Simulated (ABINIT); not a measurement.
# TaWC2 (R-3m) in ABINIT: relaxation of cell and atoms with LDA

Aim: the relaxation of cell and atoms of TaWC2 with LDA.

All numbers are computed with ABINIT 10.8.3 (patched build); they aren't measurements. Logs are shortened: lines on timing, memory, paths and dates and some standing lists are left out, and cuts for length are marked. The log counts tension as positive stress, the text compression.

## Step 1: The crystal as given

The structure is trigonal, space group R-3m (No. 166). Conventional cell: a = 3.144 Å, b = 3.144 Å, c = 15.305 Å, α = 90.00°, β = 90.00°, γ = 120.00°. W (site symmetry -3m) is surrounded by 6 C at 2.21 Å. Around Ta (site symmetry -3m) lie 6 C at 2.23 Å. C (site symmetry 3m) is surrounded by 3 W at 2.21 Å and 3 Ta at 2.23 Å.

The cell comes from a database or a generator and needn't be the stable form of this composition.

## Step 2: Relaxation of cell and atoms, LDA

The input, run.abi:

```
# Pseudopotentials
pp_dirpath "./"
pseudos "W.LDA_PW-JTH.xml, Ta.LDA_PW-JTH.xml, C.LDA_PW-JTH.xml"

# Structure
acell 10.2326232129 10.2326232129 10.232623213
rprim
     0.2902848734     0.1675960498     0.9421498057
    -0.2902848734     0.1675960498     0.9421498057
     0.0000000000    -0.3351920996     0.9421498057
ntypat 3
znucl 74 73 6
natom 4
typat 1 2 3 3
xred
     0.0000000000     0.0000000000     0.0000000000
     0.5000000000     0.5000000000     0.5000000000
     0.2509330000     0.2509330000     0.2509330000
     0.7490670000     0.7490670000     0.7490670000
chkprim 0
chksymtnons 0
tolsym 1.0e-6

# Plane-wave basis
ecut 19.0
pawecutdg 38.0
pawovlp -1

# k points
kptopt 1
ngkpt 8 8 8
nshiftk 1
shiftk 0.0 0.0 0.0

# Exchange and correlation
ixc 7

# Bands and occupations
nband 22
occopt 3
tsmear 0.05 eV

# SCF cycle
nstep 100
tolvrs 1.0e-9

# Output
iomode 3
prtwf 0
prtden 0
prteig 0
prtebands 0
enunit 2

# Relaxation
ionmov 2
ntime 60
tolmxf 0.0002
optcell 2
dilatmx 1.08
ecutsm 0.5
```

Potentials or basis: JTH PAW LDA v2.0.

The run is started by

```bash
$ abinit run.abi > log 2>&1
```

run.abo:

```text
.Version 10.8.3 of ABINIT
 Symmetries : space group R-3 m (#166); Bravais hR (rhombohedral)
================================================================================
 Values of the parameters that define the memory need of the present run
     intxc =       0    ionmov =       2      iscf =      17    lmnmax =      18
     lnmax =       6     mgfft =      45  mpssoang =       3    mqgrid =    3001
     natom =       4  nloc_mem =       2    nspden =       1   nspinor =       1
    nsppol =       1      nsym =      12    n1xccc =       1    ntypat =       3
    occopt =       3   xclevel =       1
       mpw =        1482          nfft =       91125          nkpt =          65
 PAW method is used; the additional fine FFT grid is defined by:
   mgfftf=        64    nfftf =    262144
================================================================================
================================================================================

--------------------------------------------------------------------------------
------------- Echo of variables that govern the present computation ------------
--------------------------------------------------------------------------------
 -outvars: echo values of preprocessed input variables --------
            acell      1.0232623213E+01  1.0232623213E+01  1.0232623213E+01 Bohr
              amu      1.83850000E+02  1.80947900E+02  1.20110000E+01
          chkprim           0
      chksymtnons           0
          dilatmx      1.08000000E+00
             ecut      1.90000000E+01 Hartree
           ecutsm      5.00000000E-01 Hartree
           enunit           2
           ionmov           2
                       outvar_i_n : Printing only first  50 k-points.
              ixc           7
                       outvar_i_n : Printing only first  50 k-points.
         kptrlatt        8    0    0      0    8    0      0    0    8
          kptrlen      4.75260117E+01
            natom           4
            nband          22
            ngfft          45      45      45
          ngfftdg          64      64      64
             nkpt          65
            nstep         100
             nsym          12
            ntime          60
           ntypat           3
                       prtocc : prtvol=0, do not print more k-points.
           occopt           3
          optcell           2
        pawecutdg      3.80000000E+01 Hartree
          pawovlp     -1.0000000000E+00
           prtden           0
        prtebands           0
           prteig           0
            prtwf           0
            rprim      2.9028487340E-01  1.6759604980E-01  9.4214980570E-01
                      -2.9028487340E-01  1.6759604980E-01  9.4214980570E-01
                       0.0000000000E+00 -3.3519209960E-01  9.4214980570E-01
          spgroup         166
           tolmxf      2.00000000E-04
           tolsym      1.00000000E-06
           tolvrs      1.00000000E-09
           tsmear      1.83746611E-03 Hartree
            typat      1  2  3  3
           useylm           1
                       outvars : Printing only first  50 k-points.
           xangst      0.0000000000E+00  0.0000000000E+00  0.0000000000E+00
                       3.0245455975E-17 -8.8689713022E-12  7.6524295026E+00
                      -2.0014399011E-17 -4.4509801460E-12  3.8404941848E+00
                      -6.7241089664E-17 -1.3287004462E-11  1.1464364821E+01
            xcart      0.0000000000E+00  0.0000000000E+00  0.0000000000E+00
                       5.7155628346E-17 -1.6759926780E-11  1.4460995958E+01
                      -3.7821732705E-17 -8.4111334679E-12  7.2574821974E+00
                      -1.2706724387E-16 -2.5108799467E-11  2.1664509718E+01
             xred      0.0000000000E+00  0.0000000000E+00  0.0000000000E+00
                       5.0000000000E-01  5.0000000000E-01  5.0000000000E-01
                       2.5093300000E-01  2.5093300000E-01  2.5093300000E-01
                       7.4906700000E-01  7.4906700000E-01  7.4906700000E-01
            znucl       74.00000   73.00000    6.00000

================================================================================

 chkinp: Checking input parameters for consistency.

================================================================================
== DATASET  1 ==================================================================

--- !DatasetInfo
iteration_state: {dtset: 1, }
dimensions: {natom: 4, nkpt: 65, mband: 22, nsppol: 1, nspinor: 1, nspden: 1, mpw: 1482, }
[... 845 lines left out ...]
           Relative     =-1.70893E-09

 At Broyd/MD step   7, gradients are converged :
  max grad (force/stress) = 1.4271E-04 < tolmxf= 2.0000E-04 ha/bohr (free atoms)

================================================================================

 ----iterations are completed or convergence reached----

 Mean square residual over all n,k,spin=   62.461E-10; max=  39.149E-07
 reduced coordinates (array xred) for    4 atoms
       0.000000000000      0.000000000000     -0.000000000000
       0.500000000000      0.500000000000      0.500000000000
       0.251180639465      0.251180639465      0.251180639465
       0.748819360535      0.748819360535      0.748819360535
 rms dE/dt=  2.2840E-04; max dE/dt=  3.2301E-04; dE/dt below (all hartree)
    1       0.000000000000      0.000000000000      0.000000000000
    2       0.000000000000      0.000000000000      0.000000000000
    3      -0.000323007449     -0.000323007449     -0.000323007449
    4       0.000323007449      0.000323007449      0.000323007449

 cartesian coordinates (angstrom) at end:
    1      0.00000000000000     0.00000000000000    -0.00000000000000
    2      0.00000000000000    -0.00000000000876     7.55555788666687
    3      0.00000000000000    -0.00000000000440     3.79561972298049
    4     -0.00000000000000    -0.00000000001312    11.31549605035327

 cartesian forces (hartree/bohr) at end:
    1     -0.00000000000000    -0.00000000000000    -0.00000000000000
    2     -0.00000000000000    -0.00000000000000    -0.00000000000000
    3      0.00000000000000     0.00000000000000     0.00003393426076
    4     -0.00000000000000    -0.00000000000000    -0.00003393426076
 frms,max,avg= 1.3853604E-05 3.3934261E-05   0.000E+00  0.000E+00  0.000E+00 h/b

 cartesian forces (eV/Angstrom) at end:
    1     -0.00000000000000    -0.00000000000000    -0.00000000000000
    2     -0.00000000000000    -0.00000000000000    -0.00000000000000
    3      0.00000000000000     0.00000000000003     0.00174496984780
    4     -0.00000000000000    -0.00000000000003    -0.00174496984780
 frms,max,avg= 7.1238096E-04 1.7449698E-03   0.000E+00  0.000E+00  0.000E+00 e/A
 length scales= 10.096852543844 10.096852543844 10.096852543946 bohr
              =  5.343024264425  5.343024264425  5.343024264479 angstroms
 Fermi (or HOMO) energy (hartree) =   0.30591   Average Vxc (hartree)=  -0.50348
 Eigenvalues (hartree) for nkpt=  65  k points:
 kpt#   1, nband= 22, wtk=  0.00195, kpt=  0.0000  0.0000  0.0000 (reduced coord)
  -2.46056   -2.22415   -1.14884   -1.13957   -1.13957   -1.00011   -0.98437   -0.98437
  -0.26341   -0.08407   -0.04511    0.07300    0.07300    0.22171    0.22171    0.22382
   0.27604    0.27604    0.27662    0.29745    0.29745    0.38071
      occupation numbers for kpt#   1
   2.00000    2.00000    2.00000    2.00000    2.00000    2.00000    2.00000    2.00000
   2.00000    2.00000    2.00000    2.00000    2.00000    2.00000    2.00000    2.00000
   2.00000    2.00000    2.00000    1.98017    1.98017    0.00000
 prteigrs : prtvol=0 or 1, do not print more k-points.

 Fermi (or HOMO) energy (eV) =   8.32424   Average Vxc (eV)= -13.70026
 Eigenvalues (   eV  ) for nkpt=  65  k points:
 kpt#   1, nband= 22, wtk=  0.00195, kpt=  0.0000  0.0000  0.0000 (reduced coord)
 -66.95513  -60.52225  -31.26151  -31.00922  -31.00922  -27.21429  -26.78606  -26.78606
  -7.16785   -2.28774   -1.22754    1.98654    1.98654    6.03291    6.03291    6.09056
   7.51148    7.51148    7.52726    8.09405    8.09405   10.35972
 prteigrs : prtvol=0 or 1, do not print more k-points.

--- !EnergyTerms
iteration_state     : {dtset: 1, itime: 7, icycle: 1, }
comment             : Components of total free energy in Hartree
kinetic             :  1.96853935725080E+01
hartree             :  1.79109238861276E+01
xc                  : -2.01071582691568E+01
Ewald energy        : -1.24508578518538E+02
psp_core            :  1.63155748525807E+01
local_psp           : -3.80003474518955E+01
PAW spherical_terms : -1.14460600077869E+01
internal            : -1.40150251936161E+02
'-kT*entropy'       : -4.05744011104818E-04
total_energy        : -1.40150657680172E+02
total_energy_eV     : -3.81369367876343E+03
...

--- !EnergyTermsDC
iteration_state     : {dtset: 1, itime: 7, icycle: 1, }
comment             : '"Double-counting" decomposition of free energy'
band_energy         : -2.09378621255796E+01
Ewald energy        : -1.24508578518538E+02
psp_core            :  1.63155748525807E+01
xc_dc               : -2.50170014006258E+01
PAW spherical_terms :  1.39976144261509E+01
internal            : -1.40150252766012E+02
'-kT*entropy'       : -4.05744011104818E-04
total_energy_dc     : -1.40150658510023E+02
total_energy_dc_eV  : -3.81369370134482E+03
...

--- !EnergyTermsWithPAWCore
iteration_state     : {dtset: 1, itime: 7, icycle: 1, }
comment             : 'Components of total free energy, including PAW core contributions'
Total energy        : -3.18049643658864E+04
Total energy DC     : -3.18049643667162E+04
Total energy (eV)   : -8.65457169899797E+05
Total energy DC (eV): -8.65457169922378E+05
...

 rms coord change=  1.7511E-04   atom, delta coord (reduced):
     1        0.000000000000      0.000000000000     -0.000000000000
     2        0.000000000000      0.000000000000      0.000000000000
     3        0.000247639465      0.000247639465      0.000247639465
     4       -0.000247639465     -0.000247639465     -0.000247639465

 Cartesian components of stress tensor (hartree/bohr^3)
  sigma(1 1)= -1.42713372E-06  sigma(3 2)=  1.13263092E-12
  sigma(2 2)= -1.42713505E-06  sigma(3 1)=  0.00000000E+00
  sigma(3 3)=  3.96927196E-08  sigma(2 1)=  0.00000000E+00

-Cartesian components of stress tensor (GPa)         [Pressure=  2.7603E-02 GPa]
- sigma(1 1)= -4.19877236E-02  sigma(3 2)=  3.33231522E-08
- sigma(2 2)= -4.19877629E-02  sigma(3 1)=  0.00000000E+00
- sigma(3 3)=  1.16780013E-03  sigma(2 1)=  0.00000000E+00

== END DATASET(S) ==============================================================
================================================================================

 -outvars: echo values of variables after computation  --------
            acell      1.0096852544E+01  1.0096852544E+01  1.0096852544E+01 Bohr
           etotal     -1.4015065851E+02
            fcart     -0.0000000000E+00 -0.0000000000E+00 -0.0000000000E+00
                      -0.0000000000E+00 -0.0000000000E+00 -0.0000000000E+00
                       1.7844138613E-20  6.2143689028E-16  3.3934260761E-05
                      -1.7844138613E-20 -6.2143689028E-16 -3.3934260761E-05
            rprim      2.8886440073E-01  1.6677593952E-01  9.4273174551E-01
                      -2.8886440073E-01  1.6677593952E-01  9.4273174551E-01
                       0.0000000000E+00 -3.3355187904E-01  9.4273174551E-01
           strten     -1.4271337179E-06 -1.4271350544E-06  3.9692719563E-08
                       1.1326309208E-12  0.0000000000E+00  0.0000000000E+00
           xangst      3.0477018252E-21  2.8987614932E-20 -5.1826558773E-21
                       0.0000000000E+00 -8.7568754010E-12  7.5555578867E+00
                       3.6058392632E-16 -4.3984285512E-12  3.7956197230E+00
                      -3.4345504115E-16 -1.3115782803E-11  1.1315496050E+01
             xred      6.0661229191E-21  4.0914675727E-21 -1.1186499797E-20
                       5.0000000000E-01  5.0000000000E-01  5.0000000000E-01
                       2.5118063947E-01  2.5118063947E-01  2.5118063947E-01
                       7.4881936053E-01  7.4881936053E-01  7.4881936053E-01
 Calculation completed.
```

Wall time 14 min (1 thread of Arm Neoverse V2, shared host); peak memory 0.24 GiB.

Results:

```yaml
Free_energy: -3813.6937 eV
Relaxed_volume: 10.39 Å³/atom
Relaxed_cell: a = 5.343 Å, b = 5.343 Å, c = 5.343 Å, α = 33.58°, β = 33.58°, γ = 33.58°
Space_group_after_relaxing_to_0.05_Å: R-3m (No. 166)
Energy_gained_by_relaxing: 29.2 meV/atom
Ionic_steps: 7
Pressure_after_relaxing: 0.0 GPa
Band_gap_on_the_k_mesh: none (metal or under the smearing width)
Valence_electrons_inside_the_program's_atomic_spheres: W 11.89; Ta 10.85; C 2.52
```

The path:
| step | energy change (eV) | largest force (eV/Å) | pressure (GPa) | volume (Å³) |
| --- | --- | --- | --- | --- |
| 1 | 0.0000 | 0.0705 | -16.91 | 43.66 |
| 2 | -0.1155 | 0.0686 | 1.15 | 41.44 |
| 3 | -0.1163 | 0.0539 | -0.04 | 41.57 |
| 4 | -0.1165 | 0.0371 | -0.16 | 41.59 |
| 5 | -0.1166 | 0.0162 | -0.05 | 41.57 |
| 6 | -0.1166 | 0.0105 | 0.00 | 41.57 |
| 7 | -0.1166 | 0.0017 | 0.03 | 41.57 |

Final structure:
```xyz
4
Lattice="1.5434 0.8911 5.0370 -1.5434 0.8911 5.0370 0.0000 -1.7822 5.0370" Properties=species:S:1:pos:R:3 pbc="T T T"
W     0.0000    0.0000    0.0000
Ta    0.0000    0.0000    7.5556
C     0.0000    0.0000    3.7956
C     0.0000    0.0000   11.3155
```

Levels at points of the mesh, in eV from the Fermi level:
| k point | band 15 | band 16 | band 17 | band 18 | band 19 | band 20 | band 21 | band 22 |
| --- | --- | --- | --- | --- | --- | --- | --- | --- |
| (0.00, 0.00, 0.00) | -2.29 | -2.23 | -0.81 | -0.81 | -0.80 | -0.23 | -0.23 | 2.04 |
| (0.50, 0.00, 0.00) | -5.02 | -4.58 | -1.33 | -0.82 | 1.59 | 2.34 | 3.37 | 3.92 |
| (0.50, 0.50, 0.00) | -5.10 | -2.15 | -2.13 | 1.33 | 1.75 | 1.95 | 2.69 | 3.71 |
| (0.50, 0.50, 0.50) | -4.49 | -4.49 | -1.01 | -1.01 | 0.21 | 0.21 | 0.33 | 0.75 |

The run has no spin-orbit coupling, so splittings on Ta, W are missing.
